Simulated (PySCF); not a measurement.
**[Gd(H2O)6]3+: other functionals and bases at one geometry**

How far do other levels of theory move the description of [Gd(H2O)6]3+, and what does each cost? It is a constructed species; whether it can be made isn't addressed.

Method: several levels, as the steps say, no spin–orbit coupling; program: PySCF 2.14.0.

3 further runs of the same task are left out: 2 for a known fault of the program, 1 that didn't finish.

**1. Starting geometry**

19 atoms, charge 3, spin multiplicity 1.

Bond lengths: Gd1–O2 2.390 Å, Gd1–O5 2.390 Å, Gd1–O8 2.391 Å, Gd1–O11 2.390 Å, Gd1–O14 2.391 Å, Gd1–O17 2.390 Å, O2–H3 0.986 Å, O2–H4 0.986 Å, O5–H6 0.986 Å, O5–H7 0.986 Å, O8–H9 0.986 Å, O8–H10 0.986 Å, O11–H12 0.986 Å, O11–H13 0.986 Å, O14–H15 0.986 Å, O14–H16 0.986 Å, O17–H18 0.986 Å, O17–H19 0.986 Å. Angles: O2–Gd1–O5 180.0°, O2–Gd1–O8 90.0°, O2–Gd1–O11 90.0°, O2–Gd1–O14 90.0°, O2–Gd1–O17 90.0°, O5–Gd1–O8 90.0°, O5–Gd1–O11 90.0°, O5–Gd1–O14 90.0°, O5–Gd1–O17 90.0°, O8–Gd1–O11 90.0°, O8–Gd1–O14 180.0°, O8–Gd1–O17 90.0°, O11–Gd1–O14 90.0°, O11–Gd1–O17 180.0°, O14–Gd1–O17 90.0°, Gd1–O2–H3 128.1°, Gd1–O2–H4 128.1°, H3–O2–H4 103.9° and more.

Geometry (Å):

```xyz
19

Gd    0.0000    0.0000    0.0000
O     0.0000    0.0000    2.3898
H    -0.0010    0.7765    2.9979
H     0.0010   -0.7765    2.9979
O     0.0000    0.0000   -2.3898
H    -0.0010   -0.7765   -2.9979
H     0.0010    0.7765   -2.9979
O     2.3906    0.0000    0.0000
H     2.9989    0.0074    0.7766
H     2.9989   -0.0074   -0.7766
O     0.0000    2.3902    0.0000
H     0.7766    2.9984   -0.0050
H    -0.7766    2.9984    0.0050
O    -2.3906    0.0000    0.0000
H    -2.9989   -0.0074    0.7766
H    -2.9989    0.0074   -0.7766
O     0.0000   -2.3902    0.0000
H    -0.7766   -2.9984   -0.0050
H     0.7766   -2.9984    0.0050
```

Formal oxidation states: Gd +3. Each metal's 7 4f electrons lie in its core potential, so multiplicities, spins and levels count the valence alone. An earlier session relaxed this geometry at TPSS, Gd lcecp-1-SVP with ECP53, O def2-SVP, H def2-SVP (singlet, point group Th).

At TPSS on the finer grid: E = -493.353006 Eh, HOMO -20.77 eV, LUMO -13.69 eV, Mulliken charge on Gd1 +1.27 e, largest force component 0.005 eV/Å. 

Levels to run: PBE; TPSSh; B3LYP; HF; TPSS, TZVP; PBE0, SVP. Hardware: 4 threads of Arm Neoverse V1, shared host.

**2. PBE**

Contents of run.py (the lines that set the calculation):

```python
mol = gto.M(atom='''
Gd     0.00000     0.00000     0.00000
O      0.00000     0.00000     2.38978
H     -0.00099     0.77655     2.99789
H      0.00099    -0.77655     2.99789
O      0.00000     0.00000    -2.38978
H     -0.00099    -0.77655    -2.99789
H      0.00099     0.77655    -2.99789
O      2.39063     0.00000     0.00000
H      2.99885     0.00744     0.77658
H      2.99885    -0.00744    -0.77658
O      0.00000     2.39021     0.00000
H      0.77658     2.99836    -0.00501
H     -0.77658     2.99836     0.00501
O     -2.39063     0.00000     0.00000
H     -2.99885    -0.00744     0.77658
H     -2.99885     0.00744    -0.77658
O      0.00000    -2.39021     0.00000
H     -0.77658    -2.99836    -0.00501
H      0.77658    -2.99836     0.00501''',
    basis={'Gd': 'lcecp-1-SVP', 'O': 'def2-SVP', 'H': 'def2-SVP'},
    ecp={'Gd': 'lcecp-1-SVP'},
    charge=3, spin=0)
mf = dft.RKS(mol, xc='PBE')
mf.grids.atom_grid = (75, 302)  # f atoms: unpruned, at least (60, 302)
mf = mf.density_fit()  # fitting sets: Gd AutoAux, O def2-universal-JKFIT, H def2-universal-JKFIT
mf.conv_tol = 1e-08; mf.max_cycle = 55
mf.kernel(dm0)  # dm0: the density of the relaxed state
```

Command:

```
OMP_NUM_THREADS=4 python run.py
```

**3. TPSSh**

run.py (the lines that set the calculation), as its differences from that of step 2:

```diff
@@ -23,3 +23,3 @@
     charge=3, spin=0)
-mf = dft.RKS(mol, xc='PBE')
+mf = dft.RKS(mol, xc='TPSSH')
 mf.grids.atom_grid = (75, 302)  # f atoms: unpruned, at least (60, 302)
```

**4. B3LYP**

run.py (the lines that set the calculation), as its differences from that of step 3:

```diff
@@ -23,3 +23,3 @@
     charge=3, spin=0)
-mf = dft.RKS(mol, xc='TPSSH')
+mf = dft.RKS(mol, xc='B3LYP')
 mf.grids.atom_grid = (75, 302)  # f atoms: unpruned, at least (60, 302)
```

**5. HF**

run.py (the lines that set the calculation), as its differences from that of step 4:

```diff
@@ -23,4 +23,3 @@
     charge=3, spin=0)
-mf = dft.RKS(mol, xc='B3LYP')
-mf.grids.atom_grid = (75, 302)  # f atoms: unpruned, at least (60, 302)
+mf = scf.RHF(mol)
 mf = mf.density_fit()  # fitting sets: Gd AutoAux, O def2-universal-JKFIT, H def2-universal-JKFIT
```

**6. TPSS, TZVP**

Basis: Gd lcecp-1-TZVP with ECP53, O def2-TZVP, H def2-TZVP. 

run.py (the lines that set the calculation), as its differences from that of step 5:

```diff
@@ -20,8 +20,9 @@
 H      0.77658    -2.99836     0.00501''',
-    basis={'Gd': 'lcecp-1-SVP', 'O': 'def2-SVP', 'H': 'def2-SVP'},
-    ecp={'Gd': 'lcecp-1-SVP'},
+    basis={'Gd': 'lcecp-1-TZVP', 'O': 'def2-TZVP', 'H': 'def2-TZVP'},
+    ecp={'Gd': 'lcecp-1-TZVP'},
     charge=3, spin=0)
-mf = scf.RHF(mol)
+mf = dft.RKS(mol, xc='TPSS')
+mf.grids.atom_grid = (75, 302)  # f atoms: unpruned, at least (60, 302)
 mf = mf.density_fit()  # fitting sets: Gd AutoAux, O def2-universal-JKFIT, H def2-universal-JKFIT
 mf.conv_tol = 1e-08; mf.max_cycle = 55
-mf.kernel(dm0)  # dm0: the density of the relaxed state
+mf.kernel(dm0)  # dm0: free metal ions and neutral atoms
```

**7. PBE0, SVP**

Basis: Gd def2-SVP with ECP28, O def2-SVP, H def2-SVP. The 4f electrons are now in the valence.

run.py (the lines that set the calculation), as its differences from that of step 6:

```diff
@@ -20,8 +20,8 @@
 H      0.77658    -2.99836     0.00501''',
-    basis={'Gd': 'lcecp-1-TZVP', 'O': 'def2-TZVP', 'H': 'def2-TZVP'},
-    ecp={'Gd': 'lcecp-1-TZVP'},
-    charge=3, spin=0)
-mf = dft.RKS(mol, xc='TPSS')
+    basis={'Gd': 'def2-SVP', 'O': 'def2-SVP', 'H': 'def2-SVP'},
+    ecp={'Gd': 'def2-SVP'},
+    charge=3, spin=7)
+mf = dft.UKS(mol, xc='PBE0')
 mf.grids.atom_grid = (75, 302)  # f atoms: unpruned, at least (60, 302)
-mf = mf.density_fit()  # fitting sets: Gd AutoAux, O def2-universal-JKFIT, H def2-universal-JKFIT
+mf = mf.density_fit()  # fitting sets: Gd def2-universal-JKFIT, O def2-universal-JKFIT, H def2-universal-JKFIT
 mf.conv_tol = 1e-08; mf.max_cycle = 55
```

**Question.** What will these runs give? Wanted: for each run, HOMO; gap; charge on Gd1; dipole; largest force.

As calculated:

| level | state | HOMO (eV) | gap (eV) | charge on Gd1 (e) | dipole (D) | largest force (eV/Å) | basis functions | time |
| --- | --- | --- | --- | --- | --- | --- | --- | --- |
| TPSS (relaxed here) | singlet | -20.77 | 7.08 | 1.27 | 0.00 | 0.01 | 177 | 16 s |
| PBE | singlet | -20.65 | 6.74 | 1.15 | 0.00 | 0.08 | 177 | 12 s |
| TPSSh | singlet | -21.53 | 8.20 | 1.35 | 0.00 | 0.22 | 177 | 20 s |
| B3LYP | singlet | -22.24 | 9.05 | 1.31 | 0.00 | 0.36 | 177 | 13 s |
| HF | singlet | -27.50 | 18.17 | 1.88 | 0.00 | 1.87 | 177 | 5.8 s |
| TPSS, TZVP | singlet | -20.87 | 7.15 | 1.98 | 0.00 | 0.39 | 305 | 72 s |
| PBE0, SVP | octet | -22.46 | 9.19 | 1.54 | 0.00 | 0.37 | 222 | 1.7 min |

Times are on 4 threads of Arm Neoverse V1, shared host; the first row also made further properties. The dipole of a charged species depends on the origin, so these sizes hold for this origin alone.

In one basis the HOMO–LUMO gap runs from 6.74 eV (PBE) to 18.17 eV (HF). The largest leftover force, 1.87 eV/Å with HF, stands at a geometry relaxed at another level. The Mulliken charge on Gd spans +1.15 to +1.98 e over the levels. With 4f in the core, its levels are missing from HOMO and gap. Total energies of different levels can't be compared. Spin–orbit coupling is left out throughout.
